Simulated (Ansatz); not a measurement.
# CH₄ClGeNO: a ladder of functionals and wavefunction methods

One table from this session's results is given with a row withheld; the runs are named, their logs left out.

Program: Ansatz 0.2.0, Gaussian basis. Level of theory: functionals in def2-TZVPP, the program's frozen cores in correlated methods. These are calculated values, not measurements.

The runs, in order: LDA (SPW92), PBE-D4, revPBE-D4, BLYP-D4, r2SCAN-D4, B97M-V, PBE0-D4, B3LYP-D4, r2SCANh-D4, r2SCAN0-D4, HSE06-D4, BHLYP-D4, CAM-B3LYP-D4, LC-ωPBE, ωB97X-V, ωB97M-V, B2PLYP, PBE-QIDH; CCSD(T)/def2-SVP; CCSD(T)/def2-TZVPP; MP2/def2-QZVPP; extrapolation to the limit; RPA on PBE.

### Structure used throughout

An earlier PBE0-D4 in a triple-zeta def2 set relaxation fixed the geometry.

9 atoms, charge 0, spin multiplicity 1.

Atoms are counted from 1 here; the program's logs count them from 0.

Bond lengths: Cl1–Ge2 2.137 Å, Ge2–N3 1.833 Å, Ge2–O5 1.792 Å, Ge2–H6 1.533 Å, N3–C4 1.471 Å, N3–H7 1.009 Å, C4–O5 1.430 Å, C4–H8 1.095 Å, C4–H9 1.097 Å. Angles: Cl1–Ge2–N3 115.0°, Cl1–Ge2–O5 113.8°, Cl1–Ge2–H6 105.9°, N3–Ge2–O5 77.3°, N3–Ge2–H6 124.8°, O5–Ge2–H6 118.2°, Ge2–N3–C4 88.5°, Ge2–N3–H7 122.7°, C4–N3–H7 116.6°, N3–C4–O5 102.5°, N3–C4–H8 111.7°, N3–C4–H9 113.0°, O5–C4–H8 109.3°, O5–C4–H9 110.6°, H8–C4–H9 109.5°, Ge2–O5–C4 91.4°.

As a file:

```
Cl   -2.2523    0.4825    1.8388
Ge   -0.6715    0.8398    0.4461
N     0.7681   -0.2841    0.6023
C     0.4373   -0.8278   -0.7244
O    -0.7826   -0.1519   -1.0418
H    -0.5806    2.3627    0.2970
H     1.7110    0.0526    0.7296
H     0.2546   -1.9071   -0.6866
H     1.2045   -0.6130   -1.4782
```

Set-up of the first run:

Input file in.yaml:

```yaml
crystal:
  periodic: [false, false, false]
  atoms:
    - {symbol: Cl, position_ang: [-2.252334, 0.482529, 1.838752]}
    - {symbol: Ge, position_ang: [-0.671528, 0.839843, 0.446110]}
    - {symbol: N, position_ang: [0.768083, -0.284146, 0.602259]}
    - {symbol: C, position_ang: [0.437324, -0.827771, -0.724411]}
    - {symbol: O, position_ang: [-0.782650, -0.151898, -1.041815]}
    - {symbol: H, position_ang: [-0.580649, 2.362651, 0.296988]}
    - {symbol: H, position_ang: [1.711028, 0.052552, 0.729627]}
    - {symbol: H, position_ang: [0.254639, -1.907104, -0.686566]}
    - {symbol: H, position_ang: [1.204485, -0.612958, -1.478245]}
basis:
  gaussian: {orbitals: def2-TZVPP}
hamiltonian: {xc: lda}
output: {orbitals: {seedname: orbitals}}
```

Steps of the session up to this table: LDA; PBE-D4 (GGA); revPBE-D4 (GGA); BLYP-D4 (GGA); r2SCAN-D4 (meta-GGA); B97M-V (meta-GGA); PBE0-D4 (hybrid); B3LYP-D4 (hybrid); r2SCANh-D4 (hybrid); r2SCAN0-D4 (hybrid); HSE06-D4 (hybrid); BHLYP-D4 (hybrid); CAM-B3LYP-D4 (range-separated); LC-ωPBE (range-separated); ωB97X-V (range-separated); ωB97M-V (range-separated); B2PLYP (double hybrid); PBE-QIDH (double hybrid).

One of the session's tables, all rows but one given; the rest of the session is left out.

It belongs to the step «Orbital energies across the functionals». 

```
  functional  HOMO (eV)  gap (eV)
 LDA (SPW92)      -6.08      4.47
      PBE-D4      -5.95      4.63
   revPBE-D4      -5.89      4.70
     BLYP-D4      -5.84      4.62
   r2SCAN-D4      -6.23      5.20
      B97M-V      -6.34      5.24
     PBE0-D4      -7.36      6.92
    B3LYP-D4      -7.14      6.44
  r2SCANh-D4      -6.76      6.03
  r2SCAN0-D4      -7.57      7.29
    HSE06-D4      -6.96      6.14
    BHLYP-D4          ?         ?
CAM-B3LYP-D4      -8.79      9.33
     LC-ωPBE     -10.15     11.94
     ωB97X-V      -9.80     11.42
     ωB97M-V      -9.70     11.08
```

**Question.** Estimate the row for BHLYP-D4.

Worked estimate for «HOMO (eV)». Against the share of exact exchange, BLYP-D4 (0, -5.84), B3LYP-D4 (0.2, -7.14) give a slope of -6.50 per unit share; at 0.5 the line stands at -9.09.

As computed: HOMO (eV): -8.73; gap (eV): 9.16. In «HOMO (eV)» the line misses by -0.36.
